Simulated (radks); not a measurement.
# Pb⁶⁶⁺ in [Ne] 3s2 3p4: an all-electron calculation

Aim: the levels, the sizes of the orbitals and the parts of the energy of the lead ion Pb66+.

Method: Dirac Kohn-Sham, OLYP, spin-unpolarised, spherical densities, finite nucleus; open shells fill j = l - 1/2 first. Code: radks (a radial shooting solver on a logarithmic mesh, Libxc functionals) version 1.

### Step 1. What is computed

- element: lead (Z = 82)
- charge: +66
- electrons: 16
- configuration: [Ne] 3s2 3p4
- nuclear rms radius: 5.5012 fm

### Step 2. Self-consistent calculation

The run's settings:

```text
Z 82
configuration [Ne] 3s2 3p4 4s0 3d0 4p0 4f0
relativity Dirac
functional optx,lyp
spin unpolarised
j_filling energy
nucleus finite rms 5.5012 fm
c 137.035999084
```

What does the calculation give?

As calculated:

```
                        quantity                    value
                    total energy      -15814.4557 hartree
exchange-correlation share of it                   1.23 %
                            −T/E                   1.2067
          highest occupied level        3p3/2, -7591.4 eV
    most extended occupied level  3p3/2, <r> = 0.165 bohr
 radius at density 0.001 e/bohr³               0.508 bohr
    maxima of the radial density                        3
         ionisation energy, NIST         7650 (theory) eV
```

What this shows: 3 principal shells are occupied and 3 maxima appear in the radial density. Relativity lifts −T/E to 1.207. The top level binds by 7591.4 eV, 99 % of the NIST ionisation energy of 7650 eV. Spin polarisation and multiplet splitting are left out.
